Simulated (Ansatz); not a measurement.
# BrH₃OSi₂: small, medium and large basis sets

The task here is to estimate one member of a computed series from the others.

The runs use Ansatz 0.2.0, Gaussian basis; one geometry, several basis sets.

The runs, in order: PBE0-D4/def2-SVP; ωB97M-V/def2-SVP; PBE0-D4/def2-QZVPP; ωB97M-V/def2-QZVPP; the functionals' def2-TZVPP values are taken from earlier runs.

## Structure used throughout

An earlier PBE0-D4 in a triple-zeta def2 set relaxation fixed the geometry.

SMILES `[SiH3]O[Si]Br`, 7 atoms, charge 0, spin multiplicity 1.

Atoms are counted from 1 here; the program's logs count them from 0.

Bond lengths: Si1–O2 1.663 Å, Si1–H5 1.482 Å, Si1–H6 1.482 Å, Si1–H7 1.481 Å, O2–Si3 1.626 Å, Si3–Br4 2.293 Å. Angles: O2–Si1–H5 109.6°, O2–Si1–H6 109.5°, O2–Si1–H7 106.8°, H5–Si1–H6 110.5°, H5–Si1–H7 110.2°, H6–Si1–H7 110.2°, Si1–O2–Si3 144.1°, O2–Si3–Br4 101.7°.

Set-up of the first run:

Contents of in.yaml:

```yaml
crystal:
  periodic: [false, false, false]
  atoms:
    - {symbol: Si, position_ang: [0.237194, 0.902074, 0.028087]}
    - {symbol: O, position_ang: [0.769268, -0.619832, 0.436886]}
    - {symbol: Si, position_ang: [0.398635, -2.202734, 0.389650]}
    - {symbol: Br, position_ang: [-1.642262, -2.173228, -0.654499]}
    - {symbol: H, position_ang: [0.043543, 0.982905, -1.438567]}
    - {symbol: H, position_ang: [-1.032855, 1.188790, 0.735212]}
    - {symbol: H, position_ang: [1.287776, 1.853925, 0.457632]}
basis:
  gaussian: {orbitals: def2-SVP}
hamiltonian: {xc: pbe0, dispersion: d4}
output: {orbitals: {seedname: orbitals}}
```

Run with:

```console
> ansatz run in.yaml --threads 2 --pin off --events-out ev --progress --plain --max-ram 32768MiB --backend cpu
```

Among the steps run: PBE0-D4 in def2-SVP; ωB97M-V in def2-SVP; PBE0-D4 in def2-QZVPP; ωB97M-V in def2-QZVPP.

One table of the session follows, with a row left open; its other results are not shown here.

It belongs to the step «Density functionals: the series». 

```
functional       basis  HOMO (eV)  LUMO (eV)
   PBE0-D4    def2-SVP      -7.34      -2.21
   PBE0-D4  def2-TZVPP      -7.43      -2.28
   PBE0-D4  def2-QZVPP      -7.44      -2.31
   ωB97M-V    def2-SVP          ?          ?
   ωB97M-V  def2-TZVPP      -9.48      -0.29
   ωB97M-V  def2-QZVPP      -9.50      -0.36
```

Estimate the missing values for ωB97M-V, def2-SVP.

The run gave: HOMO (eV): -9.35; LUMO (eV): -0.14. In the column «HOMO (eV)» it lies between ωB97M-V, def2-TZVPP (-9.48) and PBE0-D4, def2-QZVPP (-7.44).
